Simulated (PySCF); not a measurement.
**AsN2: doublet, from a bent start**

Aim: relax AsN2 as a doublet from a bent start, check by its vibrations whether the end is a minimum, and collect its spectrum and constants.

Method: PBE0, basis As def2-TZVP, N def2-TZVP, no relativity, density fitting; program: PySCF 2.14.0.

### Step 1. Where the work starts

3 atoms, charge 0, spin multiplicity 2.

Bond lengths: As1–N2 1.740 Å, As1–N3 1.740 Å. Angles: N2–As1–N3 110.0°.

```xyz
3
charge 0 multiplicity 2
As    0.0000    0.0000    0.0000
N     1.4253    0.0000    0.9980
N    -1.4253    0.0000    0.9980
```

### Step 2. The SCF at the typed geometry

The steps below are one call of a driver around PySCF. For each, scf.py gives the equivalent set-up of the SCF; relaxations use the driver's own optimiser. After this first run the driver tries any further starts and a stability analysis.

The input, scf.py:

```python
from pyscf import gto, scf, dft
mol = gto.M(atom='''
As     0.000000     0.000000     0.000000
N      1.425300     0.000000     0.998000
N     -1.425300     0.000000     0.998000''',
    basis={'As': 'def2-TZVP', 'N': 'def2-TZVP'},
    charge=0, spin=1)
mf = dft.UKS(mol, xc='PBE0')
mf.grids.atom_grid = (50, 194)
aux = {'As': 'def2-universal-JKFIT', 'N': 'def2-universal-JKFIT'}
mf = mf.density_fit(auxbasis=aux)
mf.conv_tol = 1e-08
mf.diis_space = 10
mf.max_cycle = 60
mf.init_guess = 'minao'
mf.verbose = 4
mf.kernel()
```

Run with:

```
$ OMP_NUM_THREADS=4 python axn.py task.json out
```

The runs that follow: Bent start, doublet: relaxation; Vibrations and properties at this point.

**Question.** What will these runs give? Wanted: minimum; geometry; wavenumbers; dipole moment; highest occupied, lowest empty level; polar-tensor charge of As1; zero-point energy; atomisation energy; ⟨S²⟩.

As calculated:

```
                                          quantity                             value
                                           minimum   broken-symmetry (Ms = 1/2), C2v
                                          geometry  As–N 1.762 Å (×2); N–As–N 102.5°
                                wavenumbers (cm⁻¹)      263 (a1), 514 (b2), 778 (a1)
                                     dipole moment                            2.04 D
highest occupied, lowest empty level (either spin)                   -8.31, -4.79 eV
                        polar-tensor charge of As1                           -0.04 e
                                 zero-point energy                        9.3 kJ/mol
                               entropy at 298.15 K                   273.5 J/(mol K)
         atomisation energy (no zero-point energy)                        447 kJ/mol
                                              ⟨S²⟩                             1.846
```

**Reading.** The bent start keeps its C2v symmetry and ends in a minimum. The determinant is spin-contaminated (⟨S²⟩ = 1.85 against 0.75), so it is no pure spin state. The strongest infrared band lies at 514 cm⁻¹ (b2, stretch). The first SCF alone would have been 43 kJ/mol too high. Only this shape and spin were tried, so other structures or states may lie lower.
